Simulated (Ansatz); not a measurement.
I need a comparison of dispersion corrections of CH3BO2Se, SMILES OC1(O)B[Se]1. Use Ansatz 0.2.0, Python API. Use (for the species named): PBE, def2-SVP basis, multiplicity 1, D3BJ dispersion.

```yaml
atoms:
  - { symbol: O, position_ang: [-0.4528, 1.3211, 0.7485] }
  - { symbol: C, position_ang: [0.1305, 0.2850, 0.0963] }
  - { symbol: O, position_ang: [1.3662, -0.0003, 0.6230] }
  - { symbol: B, position_ang: [-0.7073, -0.9569, -0.1506] }
  - { symbol: Se, position_ang: [-0.0010, 0.2315, -1.7699] }
  - { symbol: H, position_ang: [-1.2537, 1.6895, 0.1653] }
  - { symbol: H, position_ang: [1.9196, -0.5732, -0.0017] }
  - { symbol: H, position_ang: [-0.9094, -2.0538, 0.2334] }
```

`ch3bo2se.py`
```python
"""Dispersion corrections for CH3BO2Se."""

from dataclasses import dataclass

import ansatz as az
from ase import Atoms


@dataclass
class Settings:
    basis: str = "def2-SVP"


settings = Settings()


def main() -> None:
    atoms = Atoms(["O", "C", "O", "B", "Se", "H", "H", "H"], positions=[
        (-0.4528, 1.3211, 0.7485),
        (0.1305, 0.285, 0.0963),
        (1.3662, -0.0003, 0.623),
        (-0.7073, -0.9569, -0.1506),
        (-0.001, 0.2315, -1.7699),
        (-1.2537, 1.6895, 0.1653),
        (1.9196, -0.5732, -0.0017),
        (-0.9094, -2.0538, 0.2334),
    ])
    mol = az.Crystal.molecule_from_ase(atoms)

    model = mol.calculation().basis(gaussian=settings.basis)
    for name in ["pbe", "revpbe"]:
        for correction in ("d3bj", "d4"):
            report = model.functional(name, dispersion=correction).run().report
            print(f"{name:8s} {correction:5s} total {report['free_energy_ev']:.5f} eV, of which dispersion {1000 * report['dispersion']['energy']['ev']:.2f} meV")


if __name__ == "__main__":
    main()
```

```console
$ python ch3bo2se.py
pbe      d3bj  total -71175.18339 eV, of which dispersion -176.14 meV
pbe      d4    total -71175.19363 eV, of which dispersion -186.38 meV
revpbe   d3bj  total -71184.70432 eV, of which dispersion -445.99 meV
revpbe   d4    total -71184.84784 eV, of which dispersion -589.50 meV
```

What to keep in mind:
- Total energies depend on the basis set; only differences at equal settings carry meaning.
- The geometry is a force-field or estimated start, not a minimum of this method, and the basis set is short of its limit. D4 holds the three-body term, and d3bj doesn't.
- Hardware and time: 11 s on 1 thread of Arm Neoverse V2, on a shared host, peak memory 0.21 GiB.

(Lines on the test bed's own set-up are left out of the output.)
